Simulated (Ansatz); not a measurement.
This script drives the Python package of Ansatz (0.2.0).

`c2h9alosi.py`
```python
'''Geometry optimisation of C2H9AlOSi.'''

import ansatz
import numpy as np

geometry = (
    ansatz.Crystal.molecule()
    .atom('C', (0.531, 0.4108, 1.7285))
    .atom('C', (0.0603, -0.9859, 1.4492))
    .atom('Al', (-0.2185, -1.3265, -0.5194))
    .atom('O', (-1.3396, -0.3447, -1.4696))
    .atom('Si', (-0.5366, 0.9536, -2.1596))
    .atom('H', (0.6389, 0.6161, 2.805))
    .atom('H', (-0.2835, 1.158, 1.3818))
    .atom('H', (1.4702, 0.7041, 1.181))
    .atom('H', (-0.889, -1.1773, 2.0141))
    .atom('H', (0.8454, -1.6739, 1.8565))
    .atom('H', (0.6587, -2.4661, -1.2068))
    .atom('H', (0.0511, 1.8148, -1.065))
    .atom('H', (-1.5057, 1.8096, -2.959))
    .atom('H', (0.5045, 0.4782, -3.008))
)

setup = geometry.calculation()
setup = setup.basis(gaussian='def2-SVP')
setup = setup.functional('pbe')
symbols = [site.symbol for site in geometry.cartesian_sites]
start = np.array([site.position_ang for site in geometry.cartesian_sites], dtype=float)
def progress(event):
    if event['event'] == 'relax_step':
        row = event['data']
        print(f'step {row["step"]:3d}  E = {row["lagrangian_ev"]:.6f} eV  largest force component {row["allowed_force_max_ev_ang"]:.4f} eV/A')


data = setup.relax(force_tolerance=0.01).session().plan().execute(on_event=progress).report
end = np.array(data['positions_ang'])

print('reference energy %16.6f eV' % data['reference_energy_ev'])
print('total energy     %16.6f eV' % data['free_energy_ev'])
print('occupied orbitals outside the frozen core (up, down):', data['n_occupied'], ' frozen:', data['n_frozen'], ' virtual:', data['n_virtual'])

print('final positions (A) and the move of each atom')
for symbol, xyz, old in zip(symbols, end, start):
    print(f'{symbol:2s} {xyz[0]:10.5f} {xyz[1]:10.5f} {xyz[2]:10.5f}   {np.linalg.norm(xyz - old):7.4f}')

charges = data['charge_distribution']
print('dipole moment', round(4.803205 * float(np.linalg.norm(charges['dipole_moment_e_ang'])), 3), 'D')
print('Mulliken:', [(s, round(q, 3)) for s, q in zip(symbols, charges['mulliken_charges_e'])])
with open('c2h9alosi_opt.xyz', 'w') as handle:
    handle.write(f'{len(symbols)}\nrelaxed C2H9AlOSi\n')
    handle.writelines(f'{s:2s} {x:11.6f} {y:11.6f} {z:11.6f}\n' for s, (x, y, z) in zip(symbols, end))
```

It is started by `python c2h9alosi.py`. Estimate its wall time and peak memory on 1 thread of Intel(R) Xeon(R) Platinum 8375C CPU @ 2.90GHz (Ice Lake), with other jobs on the host.

It took about 2.3 min, with a peak of 0.24 GiB, for 1 run of the engine.

```console
$ python c2h9alosi.py
step   1  E = -18722.751238 eV  largest force component 2.1236 eV/A
step   2  E = -18723.033638 eV  largest force component 0.7646 eV/A
step   3  E = -18723.126520 eV  largest force component 0.6530 eV/A
step   4  E = -18723.219122 eV  largest force component 0.3323 eV/A
step   5  E = -18723.278280 eV  largest force component 0.2455 eV/A
step   6  E = -18723.314224 eV  largest force component 0.3428 eV/A
step   7  E = -18723.356863 eV  largest force component 0.1692 eV/A
step   8  E = -18723.370395 eV  largest force component 0.1219 eV/A
step   9  E = -18723.367748 eV  largest force component 0.0886 eV/A
step  10  E = -18723.372668 eV  largest force component 0.0250 eV/A
step  11  E = -18723.372504 eV  largest force component 0.0500 eV/A
step  12  E = -18723.372989 eV  largest force component 0.0132 eV/A
step  13  E = -18723.373476 eV  largest force component 0.0169 eV/A
step  14  E = -18723.373700 eV  largest force component 0.0327 eV/A
step  15  E = -18723.373849 eV  largest force component 0.0561 eV/A
step  16  E = -18723.374033 eV  largest force component 0.0487 eV/A
step  17  E = -18723.374351 eV  largest force component 0.0284 eV/A
step  18  E = -18723.374622 eV  largest force component 0.0168 eV/A
step  19  E = -18723.374781 eV  largest force component 0.0235 eV/A
step  20  E = -18723.374852 eV  largest force component 0.0197 eV/A
step  21  E = -18723.374922 eV  largest force component 0.0170 eV/A
step  22  E = -18723.374983 eV  largest force component 0.0231 eV/A
step  23  E = -18723.375018 eV  largest force component 0.0203 eV/A
step  24  E = -18723.375044 eV  largest force component 0.0180 eV/A
step  25  E = -18723.375058 eV  largest force component 0.0062 eV/A
reference energy    -18723.375104 eV
total energy        -18723.375104 eV
occupied orbitals outside the frozen core (up, down): [28, 28]  frozen: 0  virtual: [95, 95]
final positions (A) and the move of each atom
C     0.39059    0.39096    1.99435    0.3013
C     0.20159   -1.06757    1.54877    0.1912
Al   -0.17258   -1.41715   -0.35072    0.1969
O    -0.29224   -0.11726   -1.47041    1.0718
Si   -0.36925    1.17646   -2.50702    0.4454
H     0.59263    0.47572    3.08359    0.3154
H    -0.50715    1.00798    1.78201    0.4824
H     1.23829    0.87727    1.46838    0.4079
H    -0.62255   -1.55303    2.12402    0.4736
H     1.09716   -1.68007    1.81004    0.2561
H    -0.38442   -2.88655   -0.94352    1.1551
H     0.11640    2.43366   -1.83108    0.9870
H    -1.78904    1.39951   -2.95826    0.4985
H     0.48778    0.93089   -3.72145    0.8451
dipole moment 1.033 D
Mulliken: [('C', -0.032), ('C', -0.372), ('Al', 0.671), ('O', -0.528), ('Si', 0.485), ('H', 0.025), ('H', 0.033), ('H', 0.033), ('H', 0.054), ('H', 0.054), ('H', -0.147), ('H', -0.092), ('H', -0.093), ('H', -0.092)]
```

It writes `c2h9alosi_opt.xyz`:
```text
14
relaxed C2H9AlOSi
C     0.390590    0.390961    1.994352
C     0.201588   -1.067574    1.548771
Al   -0.172580   -1.417150   -0.350717
O    -0.292239   -0.117264   -1.470412
Si   -0.369249    1.176461   -2.507018
H     0.592634    0.475721    3.083587
H    -0.507152    1.007977    1.782012
H     1.238294    0.877269    1.468384
H    -0.622553   -1.553033    2.124015
H     1.097155   -1.680067    1.810041
H    -0.384419   -2.886551   -0.943524
H     0.116398    2.433658   -1.831080
H    -1.789045    1.399506   -2.958264
H     0.487777    0.930886   -3.721446
```

Total energies depend on the basis set; only differences at equal settings carry meaning. The end point is the stationary point reached from this start; no frequency run checks that it is a minimum, and the basis set is modest.

(Lines on the test bed's own set-up are left out of the output.)
